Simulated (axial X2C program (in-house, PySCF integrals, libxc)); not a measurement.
**MoCl⁺: Ω levels from open-shell CI on d4 s0 p(π)0**

Aim: the spin–orbit levels of MoCl⁺ that arise from the configuration d4 s0 p(π)0 of Mo, and how they move with the bond.

The runs use an in-house X2C program for linear molecules on PySCF integrals; two-component X2C, average-of-configuration Hartree–Fock and CI in the open shells.

All values are calculated.

### Step 1. Set-up

task.json

```json
{
 "zs": [
  42,
  17
 ],
 "q": 1,
 "bas": [
  "dyall-v3z",
  "dyall-v3z"
 ],
 "r0": 2.37,
 "metal": 0,
 "shells": [
  [
   2,
   [
    0,
    1,
    2
   ],
   4
  ],
  [
   0,
   [
    0
   ],
   0
  ],
  [
   1,
   [
    1
   ],
   0
  ]
 ],
 "fix": 0,
 "emax": 3.2,
 "nroots": 4
}
```

Keys: zs atomic numbers; q charge; bas basis sets; r0 starting distance in Å; metal index of the metal atom; shells open shells as [l, |m| values, electrons]; fix electron count of the first shell held; emax energy window in eV; nroots roots for each Ω.

Started as:

```console
$ python soci.py task.json out
```

Two-component X2C with atomic mean-field Coulomb and Gaunt terms, basis Mo dyall-v3z, Cl dyall-v3z (cores contracted in-house). Orbitals come from Hartree–Fock averaged over the configuration Mo d4 s0 p(π)0; CI then distributes these electrons over the d, s, p(π) shells of Mo.

### Step 2. CI at R = 2.270 Å

Output:

```text
average of configuration d4 s0 p(π)0
basis functions 177  fitting functions 965
iter      average energy  largest gradient
   1      -4504.934117950   2.21e+00
   2      -4505.151796788   8.32e-03
   3      -4505.152110402   2.67e-03
   4      -4505.152130102   5.58e-04
   5      -4505.152132720   1.77e-04
   6      -4505.152133004   3.63e-05
   7      -4505.152133041   1.77e-05
converged
CI levels
2*Omega        energy/Eh    cm-1   g(par)  dipole/D  leading shell counts
    0     -4505.26835197        0   0.000   -3.581  {'4 0 0': 1.0}
    2     -4505.26822127       29   3.998   -3.580  {'4 0 0': 1.0}
    4     -4505.26783282      114   7.985   -3.575  {'4 0 0': 1.0}
    2     -4505.25490098     2952   5.935   -3.762  {'4 0 0': 1.0}
    0     -4505.25436640     3069   0.000   -3.771  {'4 0 0': 1.0}
    0     -4505.25400632     3149   0.000   -3.761  {'4 0 0': 1.0}
    2     -4505.25341918     3277   2.058   -3.771  {'4 0 0': 1.0}
    4     -4505.25265438     3445   6.007   -3.779  {'4 0 0': 1.0}
    6     -4505.25186404     3619   9.994   -3.788  {'4 0 0': 1.0}
    0     -4505.23263550     7839   0.000   -4.066  {'4 0 0': 1.0}
    0     -4505.23263243     7840   0.000   -4.066  {'4 0 0': 1.0}
    2     -4505.23107628     8181   0.015   -4.063  {'4 0 0': 1.0}
    4     -4505.22962656     8499   4.010   -4.063  {'4 0 0': 1.0}
    6     -4505.22826161     8799   8.003   -4.065  {'4 0 0': 1.0}
    8     -4505.22696715     9083  11.992   -4.069  {'4 0 0': 1.0}
    6     -4505.20157808    14655   5.765   -3.523  {'4 0 0': 1.0}
    8     -4505.20108354    14764   9.735   -3.518  {'4 0 0': 1.0}
    4     -4505.20070536    14847   2.099   -3.523  {'4 0 0': 1.0}
    0     -4505.19998271    15005   0.000   -3.656  {'4 0 0': 0.999}
    8     -4505.19762074    15524   8.223   -3.559  {'4 0 0': 1.0}
   10     -4505.19756205    15537  11.961   -3.565  {'4 0 0': 1.0}
    6     -4505.19736335    15580   4.355   -3.557  {'4 0 0': 1.0}
    0     -4505.19314840    16505   0.000   -3.640  {'4 0 0': 0.999}
    0     -4505.19105341    16965   0.000   -3.635  {'4 0 0': 0.999}
    8     -4505.18544131    18197   6.088   -3.759  {'4 0 0': 1.0}
   10     -4505.18379547    18558  10.055   -3.768  {'4 0 0': 1.0}
   12     -4505.18305698    18720  13.815   -3.766  {'4 0 0': 1.0}
   12     -4505.17259366    21017  12.190   -3.538  {'4 0 0': 1.0}
   10     -4505.16223559    23290  10.741   -3.866  {'4 0 0': 1.0}
   10     -4505.15846900    24117  11.253   -3.921  {'4 0 0': 1.0}
```

Dipoles in the output refer to the first atom as origin, so for this ion they depend on that choice.

Run time: 0.79 s. Hardware: 1 thread of Arm Neoverse V1, shared host; peak memory 0.29 GiB.

Active spinors (ω > 0; filled shells left out):

```
shell    ω  ε (eV)                    character
    d  3/2   -9.89                    100% Mo d
    d  5/2   -9.74                    100% Mo d
    d  1/2   -9.45            89% Mo d, 5% Cl p
    d  3/2   -9.33            91% Mo d, 5% Cl p
    d  1/2   -9.19  76% Mo d, 16% Mo s, 6% Cl p
    s  1/2   -1.76           84% Mo s, 12% Mo p
 p(π)  1/2   -3.34            92% Mo p, 4% Mo d
 p(π)  3/2   -3.29            92% Mo p, 4% Mo d
```

The levels:

```
Ω  energy (cm⁻¹)     g∥  configuration
0              0   0.00        100% d4
1             29   4.00        100% d4
2            114   7.99        100% d4
1           2952   5.94        100% d4
0           3069   0.00        100% d4
0           3149   0.00        100% d4
1           3277   2.06        100% d4
2           3445   6.01        100% d4
3           3619   9.99        100% d4
0           7839   0.00        100% d4
0           7840   0.00        100% d4
1           8181   0.02        100% d4
2           8499   4.01        100% d4
3           8799   8.00        100% d4
4           9083  11.99        100% d4
3          14655   5.77        100% d4
4          14764   9.73        100% d4
2          14847   2.10        100% d4
0          15005   0.00        100% d4
4          15524   8.22        100% d4
```

g∥ is the magnitude of 2⟨Lz + ge Sz⟩ for the +Ω component.

### Step 3. The same at R = 2.191 Å

```
Ω  energy (cm⁻¹)     g∥  configuration
0              0   0.00        100% d4
1             29   4.00        100% d4
2            117   7.98        100% d4
1           2646   5.93        100% d4
0           2764   0.00        100% d4
0           2848   0.00        100% d4
1           2976   2.07        100% d4
2           3144   6.01        100% d4
3           3319  10.00        100% d4
0           8055   0.00        100% d4
```

### Step 4. Curves along the bond

The same input was run at the other distances (logs left out). Energies in cm⁻¹ from the lowest point; levels are followed by energy order within each Ω.

```
R (Å)  (1)Ω=0  (1)Ω=1  (1)Ω=2  (2)Ω=1  (2)Ω=0  (3)Ω=0  (3)Ω=1
2.111    2782    2814    2910    4863    4977    5078    5199
2.191     722     751     839    3368    3485    3569    3697
2.270       0      29     114    2952    3069    3149    3277
2.361     359     388     473    3475    3589    3668    3795
2.452    1609    1639    1727    4728    4837    4920    5042
2.554    3729    3760    3853    6792    6895    6984    7102
2.679    6951    6984    7083    9871    9964   10064   10175
```

Constants where the minimum is well bracketed:

```
level of the curve  Te (cm⁻¹)  Re (Å)  ωe (cm⁻¹)
            (1)Ω=0          0   2.286      435.9
            (1)Ω=1         29   2.286      436.1
            (1)Ω=2        114   2.286      436.7
```

### Step 5. What came out

| quantity | value |
| --- | --- |
| lowest level of the model | Ω = 0, g∥ = 0.00, 100% d4 |
| next level | Ω = 1, 29 cm⁻¹ higher |
| lowest curve, Re and ωe | 2.286 Å, 435.9 cm⁻¹ |

In words: From 2.270 to 2.191 Å the gap from the lowest to the fifth level goes from 3069 to 2764 cm⁻¹. Without dynamic correlation distances can be off by several hundredths of an Å, and the wavenumbers are rough. There is no dynamic correlation: spin–orbit spacings and, for f shells, spacings inside one term are the most reliable numbers, splittings between terms come out too wide, and energies between configurations are not reliable, so the lowest level need not be the ground state of the molecule. For d shells the ligand-field splittings (σ, π, δ) and their order can be off by a thousand cm⁻¹ or more. At most 4 roots were kept for each Ω > 0 (twice that for Ω = 0) within 3.2 eV of the lowest, so higher up levels can be missing between those listed; levels with Ω > 0 are doubly degenerate and listed once, Ω = 0 levels singly. Some active spinors are only partly of the character that their shell is named for, so the shell names and counts are nominal. States that fill the shells left empty in the average are placed too high.
